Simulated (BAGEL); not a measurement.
# SiH2SClO2 (SMILES O[Si](O)([S])Cl): UHF/3-21G (density fitting with qzvpp-jkfit)

Aim: the vertical ionisation energy of SiH2SClO2 at UHF/3-21G (density fitting with qzvpp-jkfit), from 2 runs. 

The calculation is run with BAGEL 1.2.2.

2 further runs of the same task are left out: 2 set aside as unsound or not needed.

**1. The structure to begin with**

The species is SiH2SClO2 (7 atoms), meant as a doublet with charge 0. SMILES: `O[Si](O)([S])Cl`. Geometry: relaxed at PBE0-D4/def2-TZVP. This is one conformer, not always the lowest.

Bond lengths: O1–Si2 1.629 Å, Si2–O3 1.620 Å, Si2–S4 2.101 Å, Si2–Cl5 2.052 Å, O1–H6 0.959 Å, O3–H7 0.960 Å. Angles: O1–Si2–O3 106.1°, O1–Si2–S4 115.6°, O1–Si2–Cl5 110.3°, O3–Si2–S4 111.5°, O3–Si2–Cl5 112.0°, S4–Si2–Cl5 101.6°, Si2–O1–H6 117.9°, Si2–O3–H7 116.8°.

**2. A single-point energy at UHF/3-21G (density fitting with qzvpp-jkfit)**

File input.json:

```json
{ "bagel" : [

{
  "title" : "molecule",
  "basis" : "3-21g",
  "df_basis" : "qzvpp-jkfit",
  "angstrom" : true,
  "geometry" : [
    { "atom" : "O", "xyz" : [      -0.721300,       0.390200,       1.089800 ] },
    { "atom" : "Si", "xyz" : [       0.021300,      -0.031700,      -0.297300 ] },
    { "atom" : "O", "xyz" : [       0.987900,      -1.278400,       0.072600 ] },
    { "atom" : "S", "xyz" : [      -1.252400,      -0.496200,      -1.902100 ] },
    { "atom" : "Cl", "xyz" : [       1.072800,       1.560300,      -1.054000 ] },
    { "atom" : "H", "xyz" : [      -1.337800,       1.124200,       1.063500 ] },
    { "atom" : "H", "xyz" : [       1.290700,      -1.336400,       0.981700 ] }
  ]
},

{ "title" : "uhf", "nopen" : 1 },

{ "title" : "print", "file" : "orbitals.molden", "orbitals" : true }

]}
```

Started as:

```bash
$ BAGEL_NUM_THREADS=1 BAGEL input.json > input.out
```

Log:

```text
* using 1 threads per process

  ===============================================================
  ===============================================================

  *** Geometry ***

  { "atom" : "O", "xyz" : [     -1.363059,      0.737371,      2.059424 ] },
  { "atom" : "Si", "xyz" : [      0.040251,     -0.059904,     -0.561816 ] },
  { "atom" : "O", "xyz" : [      1.866860,     -2.415826,      0.137194 ] },
  { "atom" : "S", "xyz" : [     -2.366693,     -0.937682,     -3.594448 ] },
  { "atom" : "Cl", "xyz" : [      2.027298,      2.948540,     -1.991771 ] },
  { "atom" : "H", "xyz" : [     -2.528076,      2.124430,      2.009724 ] },
  { "atom" : "H", "xyz" : [      2.439070,     -2.525430,      1.855144 ] },

  Number of auxiliary basis functions:      574

  Since a DF basis is specified, we compute 2- and 3-index integrals:
    o Being stored without compression. Storage requirement is 0.017 GB

  Number of basis functions:       61
  Number of electrons      :       65

    * METHOD: MOLECULE                             0.28

  *** Open-shell HF ***

  === Nuclear Repulsion ===
   367.5482869487

      * DIIS with orbital gradients will be used.

  === UHF iteration (3-21g) ===
      0      -1290.27225353          0.04808139           0.16
      1      -1290.40982309          0.02728616           0.15
      2      -1290.44220194          0.01631224           0.16
      3      -1290.45820037          0.00066720           0.16
      4      -1290.45845352          0.00031099           0.16
      5      -1290.45853156          0.00019452           0.17
      6      -1290.45858420          0.00011503           0.17
      7      -1290.45860480          0.00005832           0.16
      8      -1290.45860850          0.00002950           0.16
      9      -1290.45860974          0.00002068           0.16
     10      -1290.45861029          0.00001959           0.16
     11      -1290.45861087          0.00001900           0.16
     12      -1290.45861217          0.00001772           0.16
     13      -1290.45861536          0.00001424           0.16
     14      -1290.45861850          0.00000982           0.16
     15      -1290.45861975          0.00000694           0.16
     16      -1290.45862021          0.00000483           0.16
     17      -1290.45862032          0.00000307           0.16
     18      -1290.45862031          0.00000140           0.16
     19      -1290.45862034          0.00000085           0.16
     20      -1290.45862035          0.00000070           0.17
     21      -1290.45862036          0.00000062           0.17
     22      -1290.45862036          0.00000057           0.16
     23      -1290.45862036          0.00000056           0.17
     24      -1290.45862036          0.00000054           0.16
     25      -1290.45862037          0.00000049           0.16
     26      -1290.45862037          0.00000040           0.15
     27      -1290.45862037          0.00000027           0.15
     28      -1290.45862037          0.00000014           0.15
     29      -1290.45862037          0.00000008           0.15
     30      -1290.45862037          0.00000005           0.15
     31      -1290.45862037          0.00000004           0.15
     32      -1290.45862037          0.00000003           0.16
     33      -1290.45862037          0.00000003           0.17
     34      -1290.45862037          0.00000002           0.16
     35      -1290.45862037          0.00000002           0.17
     36      -1290.45862037          0.00000002           0.16
     37      -1290.45862037          0.00000002           0.16
     38      -1290.45862037          0.00000001           0.16
     39      -1290.45862037          0.00000001           0.16
    * SCF iteration converged.

    * S^2 (UHF) is 0.7526

    * Permanent dipole moment:
           (    0.472474,    -0.174749,    -1.139879) a.u.

    * METHOD: UHF                                  6.59

    * METHOD: PRINT                                0.01

  ===============================================================
```

Wall time 7.2 s (1 thread of Arm Neoverse V1, shared host); peak memory 0.11 GiB.

**3. The singlet cation**

File job.json:

```json
{ "bagel": [

{
  "title": "molecule",
  "basis": "3-21g",
  "df_basis": "qzvpp-jkfit",
  "angstrom": true,
  "geometry": [
    { "atom": "O", "xyz": [      -0.721300,       0.390200,       1.089800 ] },
    { "atom": "Si", "xyz": [       0.021300,      -0.031700,      -0.297300 ] },
    { "atom": "O", "xyz": [       0.987900,      -1.278400,       0.072600 ] },
    { "atom": "S", "xyz": [      -1.252400,      -0.496200,      -1.902100 ] },
    { "atom": "Cl", "xyz": [       1.072800,       1.560300,      -1.054000 ] },
    { "atom": "H", "xyz": [      -1.337800,       1.124200,       1.063500 ] },
    { "atom": "H", "xyz": [       1.290700,      -1.336400,       0.981700 ] }
  ]
},

{
  "title": "hf",
  "charge": 1
},

{
  "title": "print",
  "file": "orbitals.molden",
  "orbitals": true
}

]}
```

Started as:

```bash
$ BAGEL_NUM_THREADS=1 BAGEL job.json > job.out
```

Log:

```text
* using 1 threads per process

  ===============================================================
  ===============================================================

  *** Geometry ***

  { "atom" : "O", "xyz" : [     -1.363059,      0.737371,      2.059424 ] },
  { "atom" : "Si", "xyz" : [      0.040251,     -0.059904,     -0.561816 ] },
  { "atom" : "O", "xyz" : [      1.866860,     -2.415826,      0.137194 ] },
  { "atom" : "S", "xyz" : [     -2.366693,     -0.937682,     -3.594448 ] },
  { "atom" : "Cl", "xyz" : [      2.027298,      2.948540,     -1.991771 ] },
  { "atom" : "H", "xyz" : [     -2.528076,      2.124430,      2.009724 ] },
  { "atom" : "H", "xyz" : [      2.439070,     -2.525430,      1.855144 ] },

  Number of auxiliary basis functions:      574

  Since a DF basis is specified, we compute 2- and 3-index integrals:
    o Being stored without compression. Storage requirement is 0.017 GB

  Number of basis functions:       61
  Number of electrons      :       65

    * METHOD: MOLECULE                             0.28

  *** RHF ***

  === Nuclear Repulsion ===
   367.5482869487

      * DIIS with orbital gradients will be used.

  === RHF iteration (3-21g) ===
      0      -1289.80216841          0.02512394           0.09
      1      -1289.96163126          0.01565161           0.08
      2      -1290.02912687          0.00113020           0.08
      3      -1290.03040371          0.00035405           0.08
      4      -1290.03058886          0.00018252           0.08
      5      -1290.03065562          0.00009078           0.08
      6      -1290.03067413          0.00004495           0.09
      7      -1290.03067922          0.00003010           0.08
      8      -1290.03068197          0.00002193           0.08
      9      -1290.03068395          0.00001561           0.09
     10      -1290.03068533          0.00001180           0.09
     11      -1290.03068600          0.00001078           0.09
     12      -1290.03068644          0.00001033           0.08
     13      -1290.03068722          0.00000962           0.09
     14      -1290.03068893          0.00000777           0.09
     15      -1290.03069105          0.00000456           0.08
     16      -1290.03069160          0.00000278           0.08
     17      -1290.03069169          0.00000207           0.08
     18      -1290.03069172          0.00000141           0.08
     19      -1290.03069173          0.00000084           0.08
     20      -1290.03069174          0.00000055           0.08
     21      -1290.03069174          0.00000038           0.08
     22      -1290.03069174          0.00000033           0.08
     23      -1290.03069174          0.00000031           0.08
     24      -1290.03069174          0.00000029           0.08
     25      -1290.03069174          0.00000028           0.09
     26      -1290.03069174          0.00000024           0.09
     27      -1290.03069174          0.00000020           0.09
     28      -1290.03069174          0.00000017           0.09
     29      -1290.03069174          0.00000013           0.08
     30      -1290.03069174          0.00000008           0.08
     31      -1290.03069174          0.00000004           0.08
     32      -1290.03069174          0.00000003           0.09
     33      -1290.03069174          0.00000002           0.09
     34      -1290.03069174          0.00000002           0.09
     35      -1290.03069174          0.00000002           0.08
     36      -1290.03069174          0.00000002           0.09
     37      -1290.03069174          0.00000001           0.09
     38      -1290.03069174          0.00000001           0.09
     39      -1290.03069174          0.00000001           0.09
     40      -1290.03069174          0.00000001           0.09
    * SCF iteration converged.

    * Permanent dipole moment:
           (    1.811109,     0.392845,     0.345674) a.u.

    * METHOD: HF                                   3.67

    * METHOD: PRINT                                0.01

  ===============================================================
```

Wall time 4.2 s (1 thread of Arm Neoverse V1, shared host); peak memory 0.11 GiB.

**4. Summary of results**

At UHF/3-21G (density fitting with qzvpp-jkfit):

```
                                          quantity           value
                   doublet SiH2SClO2: total energy  -1290.45862 Eh
                  doublet SiH2SClO2: dipole moment          3.17 D
                           doublet SiH2SClO2: ⟨S²⟩           0.753
                      singlet cation: total energy  -1290.03069 Eh
                       singlet cation: HOMO energy       -18.56 eV
                       singlet cation: LUMO energy       -10.40 eV
                     singlet cation: HOMO–LUMO gap         8.16 eV
vertical ionisation energy (to the singlet cation)       11.645 eV
```

What this shows: Removing an electron at fixed nuclei costs 11.64 eV (1124 kJ/mol). Only the singlet of the ionised species was computed; a triplet could lie lower.
